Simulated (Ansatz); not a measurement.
# ScBSbP3: the cost of one run

Program: Ansatz 0.2.0. Level of theory: DFT PBE, scalar-relativistic, plane waves, PAW. These are calculated values, not measurements.

## Step 1: The system as given

Symmetry: Cmmm, No. 65, orthorhombic system. Conventional cell: a = 5.202 Å, b = 6.495 Å, c = 8.013 Å, α = 90.00°, β = 90.00°, γ = 90.00°. Around Sc (site symmetry mmm) lie 4 P at 1.71 to 2.60 Å. B (site symmetry mmm) is surrounded by 2 Sb at 2.60 Å. Sb (site symmetry mmm) has 2 B at 2.60 Å in its first shell of neighbours. P (site symmetry mmm) has 2 P at 1.54 Å and 2 Sc at 2.60 Å in its first shell of neighbours. P (site symmetry m2m) has 1 P at 1.54 Å and 1 Sc at 1.71 Å in its first shell of neighbours.

Coordinates:

```
Sc B Sb P
1.0
     2.60094   -3.24748    0.00000
     2.60094    3.24748    0.00000
     0.00000    0.00000    8.01255
Sc B Sb P
1 1 1 3
Direct
  0.50000 0.50000 0.50000
  0.00000 0.00000 0.00000
  0.50000 0.50000 0.00000
  0.00000 0.00000 0.50000
  0.23702 0.76298 0.50000
  0.76298 0.23702 0.50000
```

Recipe of the guess: random cell by space group and Wyckoff sites (Cmmm, No. 65). The dimensions are guesses.

## Step 2: Probe: one point on a coarse mesh

Contents of input.yaml:

```yaml
crystal:
  lattice:
    - [2.60094208, -3.24748493, 0.0]
    - [2.60094208, 3.24748493, 0.0]
    - [0.0, 0.0, 8.01255197]
  atoms:
    - { symbol: Sc, position: [0.5, 0.5, 0.5] }
    - { symbol: B, position: [0.0, 0.0, 0.0] }
    - { symbol: Sb, position: [0.5, 0.5, 0.0] }
    - { symbol: P, position: [0.0, 0.0, 0.5] }
    - { symbol: P, position: [0.23702137, 0.76297863, 0.5] }
    - { symbol: P, position: [0.76297863, 0.23702137, 0.5] }
basis:
  ecutwfc: 420
kpoints:
  mp_grid: { grid: [4, 4, 2] }
hamiltonian:
  xc: pbe
scf:
  occupations: { method: gaussian, width: 0.1 }
  lower_state_search: "off"
output:
  forces: true
  stress: true
  eigenvalues: true
```

The run is started by

```sh
> ansatz run input.yaml --threads 1 --pin off --max-ram 2560MiB --backend cpu --events-out ev --progress --plain --runs-dir out
```

Q: Estimate wall time and peak memory on 1 thread of Intel Xeon at 2.50GHz (Skylake/Cascade Lake), shared host.

About 12 s, with a peak of 0.43 GiB.
